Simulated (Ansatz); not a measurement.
**CH4AlI: a rigid scan of the bond length C1–H5**

An exercise on one series of results from a longer session: the logs are not shown, and one member is left open.

The runs use Ansatz 0.2.0, Gaussian basis; single points in def2-TZVPP.

Levels: PBE-D4, r2SCAN-D4, PBE0-D4, B3LYP-D4, wB97M-V, Hartree-Fock, MP2, CCSD, CCSD(T). The scan takes 0.982, 1.004, 1.036, 1.073, 1.115, 1.160, 1.207, 1.257, 1.309 Å.

Correlated methods freeze the cores. Filled d shells of the heavier atoms are correlated. Core potentials replace the inner electrons past krypton, and spin-orbit coupling is left out. B3LYP uses VWN-RPA correlation.

27 further runs of the same task are left out: 27 set aside as unsound or not needed.

### The system as given

SMILES `[CH3][AlH][I]`, 7 atoms, charge 0, spin multiplicity 1.

Atoms are counted from 1 here; the program's logs count them from 0.

Bond lengths: C1–Al2 1.925 Å, C1–H4 1.163 Å, C1–H5 1.115 Å, C1–H6 1.123 Å, Al2–I3 2.570 Å, Al2–H7 1.622 Å. Angles: Al2–C1–H4 108.3°, Al2–C1–H5 113.1°, Al2–C1–H6 113.3°, H4–C1–H5 109.4°, H4–C1–H6 105.4°, H5–C1–H6 107.0°, C1–Al2–I3 119.0°, C1–Al2–H7 120.7°, I3–Al2–H7 120.2°.

Geometry (Å):

```mol
CH4AlI
  3D, bonds by distance, orders not assigned

  7  6  0  0  0  0  0  0  0  0999 V2000
   -0.7625    0.4430   -0.3256 C   0  0
    0.9127   -0.3674    0.1654 Al  0  0
    0.9364   -2.1754    1.9918 I   0  0
   -0.6759    1.5915   -0.1609 H   0  0
   -1.6260    0.0492    0.2590 H   0  0
   -1.0164    0.3161   -1.4126 H   0  0
    2.2928    0.0750   -0.5629 H   0  0
  1  2  8  0
  1  4  8  0
  1  5  8  0
  1  6  8  0
  2  3  8  0
  2  7  8  0
M  END
```

The first run:

pre/in.yaml

```yaml
crystal:
  periodic: [false, false, false]
  atoms:
    - {symbol: C, position_ang: [-0.762500, 0.443000, -0.325600]}
    - {symbol: Al, position_ang: [0.912700, -0.367400, 0.165400]}
    - {symbol: I, position_ang: [0.936400, -2.175400, 1.991800]}
    - {symbol: H, position_ang: [-0.675900, 1.591500, -0.160900]}
    - {symbol: H, position_ang: [-1.626000, 0.049200, 0.259000]}
    - {symbol: H, position_ang: [-1.016400, 0.316100, -1.412600]}
    - {symbol: H, position_ang: [2.292800, 0.075000, -0.562900]}
basis:
  gaussian: {orbitals: def2-SVP}
hamiltonian: {xc: pbe, dispersion: d4}
relax: {f_tol: 0.03, max_steps: 250}
```

No record of the launch command was kept for these runs.

Among the steps run: A first relaxation in a small basis; Relaxation at PBE0-D4; Reference energies at the minimum; C1–H5 = 0.982 Å; C1–H5 = 1.004 Å; C1–H5 = 1.036 Å; C1–H5 = 1.073 Å; C1–H5 = 1.115 Å; C1–H5 = 1.160 Å; C1–H5 = 1.207 Å; C1–H5 = 1.257 Å; C1–H5 = 1.309 Å.

One table of the session follows, with a row left open; its other results are not shown here.

Energies less that of the minimum at the same level (kcal/mol):

```
bond length (Å)  PBE-D4  PBE0-D4  B3LYP-D4  wB97M-V  Hartree-Fock
          0.982     6.2      5.6       5.5      5.4           5.1
          1.004     3.9      3.4       3.3      3.3           2.9
          1.036     1.6      1.3       1.2      1.2           1.0
          1.073     0.2      0.1       0.1      0.1           0.0
1.091 (minimum)     0.0      0.0       0.0      0.0           0.0
          1.115       ?        ?         ?        ?             ?
          1.160     1.3      1.6       1.7      1.7           2.1
          1.207     3.6      4.3       4.2      4.4           5.0
          1.257     7.0      8.0       7.9      8.1           9.1
          1.309    11.2     12.5      12.3     12.7          14.2
```

Q: Estimate the row for bond length (Å) = 1.115 from the others.

The run gave: PBE-D4: 0.1; PBE0-D4: 0.2; B3LYP-D4: 0.2; wB97M-V: 0.3; Hartree-Fock: 0.4.

Limits of these values: A polynomial through the near points puts the CCSD(T) minimum at the PBE0-D4 value.
